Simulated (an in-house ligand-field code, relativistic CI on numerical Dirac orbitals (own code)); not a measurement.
# d3 in a ligand field: terms for several parameter sets

Which terms of d3 lie lowest for given Racah parameters, spin-orbit constant and ligand field?

Method: parametric ligand-field model of a d^n configuration (Racah B and C, spin-orbit zeta, crystal field), exact diagonalisation. Code: an in-house ligand-field code version 1.

**1. Starting point**

```
shell        : d3
set 1 (cm⁻¹) : B = 960, C = 4550, ζ = 890, Td, 10Dq = -8600
set 2 (cm⁻¹) : B = 330, C = 1200, ζ = 1650, Oh, 10Dq = 36000
set 3 (cm⁻¹) : B = 800, C = 2980, ζ = 310, Oh, 10Dq = 21300
set 4 (cm⁻¹) : B = 610, C = 3130, ζ = 3800, Td, 10Dq = -12250
set 5 (cm⁻¹) : B = 630, C = 3130, ζ = 690, Oh, 10Dq = 17850
set 6 (cm⁻¹) : B = 1090, C = 4320, ζ = 610, Oh, 10Dq = 7500
set 7 (cm⁻¹) : B = 970, C = 3920, ζ = 830, Oh, 10Dq = 12250
set 8 (cm⁻¹) : B = 360, C = 1800, ζ = 3300, Oh, 10Dq = 31150
```

**2. Set 1**

The run's settings:

```ini
n = 3
racah_B = 960  # cm-1
racah_C = 4550  # cm-1
zeta = 890  # cm-1
symmetry = Td
field = {"10Dq": -8600}  # cm-1
```

**3. Set 2**

The run's settings:

```ini
n = 3
racah_B = 330  # cm-1
racah_C = 1200  # cm-1
zeta = 1650  # cm-1
symmetry = Oh
field = {"10Dq": 36000}  # cm-1
```

**4. Set 3**

The run's settings:

```ini
n = 3
racah_B = 800  # cm-1
racah_C = 2980  # cm-1
zeta = 310  # cm-1
symmetry = Oh
field = {"10Dq": 21300}  # cm-1
```

**5. Set 4**

The run's settings:

```ini
n = 3
racah_B = 610  # cm-1
racah_C = 3130  # cm-1
zeta = 3800  # cm-1
symmetry = Td
field = {"10Dq": -12250}  # cm-1
```

**6. Set 5**

The run's settings:

```ini
n = 3
racah_B = 630  # cm-1
racah_C = 3130  # cm-1
zeta = 690  # cm-1
symmetry = Oh
field = {"10Dq": 17850}  # cm-1
```

**7. Set 6**

The run's settings:

```ini
n = 3
racah_B = 1090  # cm-1
racah_C = 4320  # cm-1
zeta = 610  # cm-1
symmetry = Oh
field = {"10Dq": 7500}  # cm-1
```

**8. Set 7**

The run's settings:

```ini
n = 3
racah_B = 970  # cm-1
racah_C = 3920  # cm-1
zeta = 830  # cm-1
symmetry = Oh
field = {"10Dq": 12250}  # cm-1
```

**9. Set 8**

The run's settings:

```ini
n = 3
racah_B = 360  # cm-1
racah_C = 1800  # cm-1
zeta = 3300  # cm-1
symmetry = Oh
field = {"10Dq": 31150}  # cm-1
```

(Steps that only read results are left out.)

What does the calculation give? Wanted: lowest spin-orbit levels; sets at their largest spin, of those that allow S over 1.

The runs gave:

| set | 10Dq/B (size) | lowest | S | electrons in z² and x²-y² | next level (cm⁻¹) |
| --- | --- | --- | --- | --- | --- |
| 1: Td | 9.0 | G8 | 1.49 | 1.90 | G7 235 |
| 2: Oh | 109.1 | G8 | 1.47 | 0.01 | G8 6012 |
| 3: Oh | 26.6 | G8 | 1.50 | 0.00 | G8 14831 |
| 4: Td | 20.1 | G8 | 1.26 | 2.09 | G7 4648 |
| 5: Oh | 28.3 | G8 | 1.50 | 0.00 | G8 13951 |
| 6: Oh | 6.9 | G8 | 1.50 | 0.01 | G7 7320 |
| 7: Oh | 12.6 | G8 | 1.50 | 0.01 | G7 11994 |
| 8: Oh | 86.5 | G8 | 1.42 | 0.04 | G8 7529 |

```
                                                quantity                                                   value
                                lowest spin-orbit levels  1: G8, 2: G8, 3: G8, 4: G8, 5: G8, 6: G8, 7: G8, 8: G8
sets at their largest spin, of those that allow S over 1                                  1, 2, 3, 4, 5, 6, 7, 8
```

In words: 8 of 8 sets have the highest spin that their shell allows, S = 3/2. A negative 10Dq stands for a tetrahedral field. With spin-orbit coupling the labels are those of spin-orbit levels, not of terms, and S is an average from the expectation value of its square. B, C and the field are free parameters here, not those of a compound.
